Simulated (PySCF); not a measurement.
# C2H11BN2: the cost of one run

Programs: PySCF 2.14.0, with density-fitted response routines of our own. Each step states its level of theory. These are calculated values for one molecule in the gas phase, unless marked as measured. Atoms count from 0, in the outputs and in this text.

## 1. The starting structure

16 atoms, charge 0, multiplicity 1; geometry from: GFN2-xTB. The atoms were then displaced at random by about 0.01 Å, so the start is not that level's minimum.

Bonds of the start (Å): C0–N1 1.44, N1–B2 1.43, B2–N3 1.89, N3–C4 1.48, C0–H5 1.06, C0–H6 1.11, C0–H7 1.12, N1–H8 1.00, B2–H9 1.19, B2–H10 1.19, N3–H11 1.01, N3–H12 1.00, C4–H13 1.10, C4–H14 1.09, C4–H15 1.09.

## 2. Geometry optimisation at PBE0-D3(BJ)/def2-SVP

The job: settings as JSON, then the geometry in Å.

```
{"job": {"xc": "PBE0", "basis": "def2-SVP", "d3": "d3bj", "grid": 1, "shake": 0.01, "kind": "geom"}, "charge": 0, "multiplicity": 1}
C      2.319250    -0.031950    -0.660480
N      1.402360    -0.743180     0.193140
B      0.324270    -0.192000     0.961650
N     -1.084020     0.007220    -0.276820
C     -2.359080     0.481310     0.297970
H      3.330770    -0.340040    -0.550270
H      2.047970    -0.107200    -1.731020
H      2.269240     1.054320    -0.405920
H      1.480380    -1.729620     0.083680
H     -0.165720    -0.936080     1.745690
H      0.449660     0.943960     1.285770
H     -1.223200    -0.911380    -0.682410
H     -0.782550     0.655220    -0.979080
H     -3.175870     0.606620    -0.421590
H     -2.172750     1.437900     0.784000
H     -2.679780    -0.197480     1.084500
```

On the command line:

```bash
OMP_NUM_THREADS=1 python probes_run.py task.json out
```

One launch serves the whole session: the jobs run in the order shown.

Q: Estimate the wall time and peak memory of this first job on 1 thread of Arm Neoverse V1, shared host.

About 2.9 min, with a peak of 0.52 GiB.
